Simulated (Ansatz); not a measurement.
**C₄H₄Si: a ladder of functionals and wavefunction methods**

One table from this session's results is given with a row withheld; the runs are named, their logs left out.

Computed with Ansatz 0.2.0, Gaussian basis. Level: functionals in def2-TZVPP, the program's frozen cores in correlated methods.

Levels to be run: LDA (SPW92), PBE-D4, revPBE-D4, BLYP-D4, r2SCAN-D4, B97M-V, PBE0-D4, B3LYP-D4, r2SCANh-D4, r2SCAN0-D4, HSE06-D4, BHLYP-D4, CAM-B3LYP-D4, LC-ωPBE, ωB97X-V, ωB97M-V, B2PLYP, PBE-QIDH; CCSD(T)/def2-SVP; CCSD(T)/def2-TZVPP; CCSD(T)/def2-QZVPP; extrapolation to the limit; RPA on PBE.

## The relaxed structure

All runs share one geometry, relaxed beforehand with PBE0-D4 in a triple-zeta def2 set.

SMILES `C#C[SiH2]C#C`, 9 atoms, charge 0, spin multiplicity 1.

Atoms are counted from 1 here; the program's logs count them from 0.

Bond lengths: C1–C2 1.205 Å, C1–H6 1.066 Å, C2–Si3 1.821 Å, Si3–C4 1.821 Å, Si3–H7 1.481 Å, Si3–H8 1.481 Å, C4–C5 1.205 Å, C5–H9 1.066 Å. Angles: C2–C1–H6 179.8°, C1–C2–Si3 179.3°, C2–Si3–C4 109.7°, C2–Si3–H7 109.3°, C2–Si3–H8 109.3°, C4–Si3–H7 109.3°, C4–Si3–H8 109.3°, H7–Si3–H8 109.9°, Si3–C4–C5 179.3°, C4–C5–H9 179.8°.

The first run:

in.yaml

```yaml
crystal:
  periodic: [false, false, false]
  atoms:
    - {symbol: C, position_ang: [1.986064, -0.068009, 1.693040]}
    - {symbol: C, position_ang: [1.245019, -0.318184, 0.775771]}
    - {symbol: Si, position_ang: [0.139517, -0.713752, -0.616364]}
    - {symbol: C, position_ang: [-1.252921, 0.459594, -0.648381]}
    - {symbol: C, position_ang: [-2.180563, 1.228677, -0.681707]}
    - {symbol: H, position_ang: [2.639623, 0.155608, 2.505083]}
    - {symbol: H, position_ang: [0.896061, -0.611380, -1.885802]}
    - {symbol: H, position_ang: [-0.384559, -2.089255, -0.450097]}
    - {symbol: H, position_ang: [-2.999844, 1.910302, -0.708643]}
basis:
  gaussian: {orbitals: def2-TZVPP}
hamiltonian: {xc: lda}
output: {orbitals: {seedname: orbitals}}
```

The run is started by

```bash
ansatz run in.yaml --threads 2 --pin off --events-out ev --progress --plain --max-ram 32768MiB --backend cpu
```

Among the steps run: LDA; PBE-D4 (GGA); revPBE-D4 (GGA); BLYP-D4 (GGA); r2SCAN-D4 (meta-GGA); B97M-V (meta-GGA); PBE0-D4 (hybrid); B3LYP-D4 (hybrid); r2SCANh-D4 (hybrid); r2SCAN0-D4 (hybrid); HSE06-D4 (hybrid); BHLYP-D4 (hybrid); CAM-B3LYP-D4 (range-separated); LC-ωPBE (range-separated); ωB97X-V (range-separated); ωB97M-V (range-separated); B2PLYP (double hybrid); PBE-QIDH (double hybrid).

One of the session's tables, all rows but one given; the rest of the session is left out.

It belongs to the step «Orbital energies across the functionals». 

| functional | HOMO (eV) | gap (eV) |
| --- | --- | --- |
| LDA (SPW92) | -7.18 | 5.55 |
| PBE-D4 | -7.04 | 5.63 |
| revPBE-D4 | -6.99 | 5.66 |
| BLYP-D4 | -6.89 | 5.64 |
| r2SCAN-D4 | -7.28 | 6.10 |
| B97M-V | -7.29 | 6.13 |
| PBE0-D4 | -8.24 | 7.78 |
| B3LYP-D4 | -8.01 | 7.36 |
| r2SCANh-D4 | -7.73 | 6.89 |
| r2SCAN0-D4 | -8.41 | 8.08 |
| HSE06-D4 | -7.84 | 7.00 |
| BHLYP-D4 | -9.30 | 9.91 |
| CAM-B3LYP-D4 | -9.59 | 10.28 |
| LC-ωPBE | -11.01 | 12.83 |
| ωB97X-V | -10.60 | 12.34 |
| ωB97M-V | ? | ? |

Estimate the missing values for ωB97M-V.

The run gave: HOMO (eV): -10.46; gap (eV): 12.05. In the column «HOMO (eV)» it lies between ωB97X-V (-10.60) and CAM-B3LYP-D4 (-9.59).
